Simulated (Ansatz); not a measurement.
This script for the Python package of Ansatz (0.2.0) starts 4 runs on C3H6FNSi, SMILES C=NC(F)=C[SiH3]. What input does the engine get in each?

Script `disp_c3h6fnsi.py`:
```python
# -*- coding: utf-8 -*-
"""Dispersion corrections for C3H6FNSi."""

import ansatz

BASIS = "def2-SVP"


def main():
    geometry_ang = [
        ("C", (-2.219, -0.9494, 1.3013)),
        ("N", (-0.9986, -0.716, 1.3587)),
        ("C", (-0.4445, -0.1731, 0.2339)),
        ("F", (-1.102, 0.1287, -0.8326)),
        ("C", (0.9019, 0.0598, 0.1896)),
        ("Si", (1.807, 0.7911, -1.1955)),
        ("H", (-2.8675, -0.6644, 0.4158)),
        ("H", (-2.7546, -1.3194, 2.1495)),
        ("H", (1.5113, -0.1523, 1.1143)),
        ("H", (1.3036, 2.1338, -1.4949)),
        ("H", (1.6735, -0.0893, -2.3729)),
        ("H", (3.2659, 0.8953, -0.8332)),
    ]
    c3h6fnsi = ansatz.Crystal.molecule()
    for symbol, xyz in geometry_ang:
        c3h6fnsi = c3h6fnsi.atom(symbol, xyz)

    calculation = c3h6fnsi.calculation().basis(gaussian=BASIS)
    for name in ["r2scan", "revpbe"]:
        for correction in ("d3bj", "d4"):
            report = calculation.functional(name, dispersion=correction).run().report
            print(f"{name:8s} {correction:5s} total {report['free_energy_ev']:.5f} eV, of which dispersion {1000 * report['dispersion']['energy']['ev']:.2f} meV")


if __name__ == "__main__":
    main()
```

Run 1:
```yaml
crystal:
  periodic: [false, false, false]
  atoms:
    - { symbol: C, position_ang: [-2.219, -0.9494, 1.3013] }
    - { symbol: "N", position_ang: [-0.9986, -0.716, 1.3587] }
    - { symbol: C, position_ang: [-0.4445, -0.1731, 0.2339] }
    - { symbol: F, position_ang: [-1.102, 0.1287, -0.8326] }
    - { symbol: C, position_ang: [0.9019, 0.0598, 0.1896] }
    - { symbol: Si, position_ang: [1.807, 0.7911, -1.1955] }
    - { symbol: H, position_ang: [-2.8675, -0.6644, 0.4158] }
    - { symbol: H, position_ang: [-2.7546, -1.3194, 2.1495] }
    - { symbol: H, position_ang: [1.5113, -0.1523, 1.1143] }
    - { symbol: H, position_ang: [1.3036, 2.1338, -1.4949] }
    - { symbol: H, position_ang: [1.6735, -0.0893, -2.3729] }
    - { symbol: H, position_ang: [3.2659, 0.8953, -0.8332] }
basis:
  gaussian:
    orbitals: def2-SVP
hamiltonian:
  xc: r2scan
  dispersion: d3bj
```

Run 2, against run 1:
```diff
-  dispersion: d3bj
+  dispersion: d4
```

Run 3, against run 1:
```diff
-  xc: r2scan
+  xc: revpbe
```

Run 4, against run 1:
```diff
-  xc: r2scan
-  dispersion: d3bj
+  xc: revpbe
+  dispersion: d4
```

```console
$ python disp_c3h6fnsi.py
DeckWarning: the engine holds no damping parameters fitted to this dispersion correction and functional, so the run takes those fitted to r2scan beside the three-body term, which d3bj leaves out (hamiltonian.dispersion, under Limitations)
r2scan   d3bj  total -15278.76225 eV, of which dispersion -73.60 meV
r2scan   d4    total -15278.75401 eV, of which dispersion -65.36 meV
revpbe   d3bj  total -15280.18109 eV, of which dispersion -650.57 meV
revpbe   d4    total -15280.36331 eV, of which dispersion -832.78 meV
```
(Warnings from the package without file and line.)

Total energies depend on the basis set; only differences at equal settings carry meaning. The geometry is a force-field or estimated start, not a minimum of this method, and the basis set is short of its limit. D4 holds the three-body term, and d3bj doesn't. A dispersion term here runs with damping parameters fitted for another variant or functional. It ran for 22 s on 1 thread of Arm Neoverse V1 (shared host), peak memory 0.23 GiB.
